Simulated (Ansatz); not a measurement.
# C₂H₉AlSi: how energies converge with the basis set

The task here is to estimate one member of a computed series from the others.

The runs use Ansatz 0.2.0, Gaussian basis; one geometry, several basis sets.

The runs, in order: PBE0-D4/def2-SVP; ωB97M-V/def2-SVP; PBE0-D4/def2-QZVPP; ωB97M-V/def2-QZVPP; the functionals' def2-TZVPP values are taken from earlier runs.

### Structure used throughout

All runs share one geometry, relaxed beforehand with PBE0-D4 in a triple-zeta def2 set.

SMILES `C[SiH](C)[AlH2]`, 13 atoms, charge 0, spin multiplicity 1.

Atoms are counted from 1 here; the program's logs count them from 0.

Bond lengths: C1–Si2 1.884 Å, C1–H5 1.092 Å, C1–H6 1.093 Å, C1–H7 1.093 Å, Si2–C3 1.884 Å, Si2–Al4 2.463 Å, Si2–H8 1.501 Å, C3–H9 1.093 Å, C3–H10 1.093 Å, C3–H11 1.092 Å, Al4–H12 1.594 Å, Al4–H13 1.594 Å. Angles: Si2–C1–H5 111.2°, Si2–C1–H6 111.1°, Si2–C1–H7 110.7°, H5–C1–H6 107.8°, H5–C1–H7 108.1°, H6–C1–H7 107.9°, C1–Si2–C3 110.0°, C1–Si2–Al4 112.9°, C1–Si2–H8 107.4°, C3–Si2–Al4 112.9°, C3–Si2–H8 107.4°, Al4–Si2–H8 105.9°, Si2–C3–H9 110.7°, Si2–C3–H10 111.1°, Si2–C3–H11 111.2°, H9–C3–H10 107.9°, H9–C3–H11 108.1°, H10–C3–H11 107.8° and more.

The first run:

in.yaml reads:

```yaml
crystal:
  periodic: [false, false, false]
  atoms:
    - {symbol: C, position_ang: [-0.866592, 1.411607, -0.714465]}
    - {symbol: Si, position_ang: [-0.138764, -0.287969, -0.351040]}
    - {symbol: C, position_ang: [1.742156, -0.215025, -0.436240]}
    - {symbol: Al, position_ang: [-0.963971, -1.250244, 1.760545]}
    - {symbol: H, position_ang: [-1.958452, 1.381822, -0.711740]}
    - {symbol: H, position_ang: [-0.550723, 2.142825, 0.033931]}
    - {symbol: H, position_ang: [-0.539375, 1.770086, -1.694100]}
    - {symbol: H, position_ang: [-0.602050, -1.216598, -1.435446]}
    - {symbol: H, position_ang: [2.070386, 0.142991, -1.415706]}
    - {symbol: H, position_ang: [2.144179, 0.462324, 0.321459]}
    - {symbol: H, position_ang: [2.182929, -1.200552, -0.270383]}
    - {symbol: H, position_ang: [-0.100859, -2.306660, 2.585449]}
    - {symbol: H, position_ang: [-2.398563, -0.869507, 2.342438]}
basis:
  gaussian: {orbitals: def2-SVP}
hamiltonian: {xc: pbe0, dispersion: d4}
output: {orbitals: {seedname: orbitals}}
```

Steps of the session up to this table: PBE0-D4 in def2-SVP; ωB97M-V in def2-SVP; PBE0-D4 in def2-QZVPP; ωB97M-V in def2-QZVPP.

One table of the session follows, with a row left open; its other results are not shown here.

It belongs to the step «Functionals by basis». 

| functional | basis | HOMO (eV) | LUMO (eV) |
| --- | --- | --- | --- |
| PBE0-D4 | def2-SVP | -7.01 | -1.87 |
| PBE0-D4 | def2-TZVPP | -7.00 | -1.89 |
| PBE0-D4 | def2-QZVPP | ? | ? |
| ωB97M-V | def2-SVP | -8.97 | -0.19 |
| ωB97M-V | def2-TZVPP | -8.99 | -0.28 |
| ωB97M-V | def2-QZVPP | -8.99 | -0.40 |

**Question.** Estimate the row for PBE0-D4, def2-QZVPP.

The run gave: HOMO (eV): -7.00; LUMO (eV): -1.90.
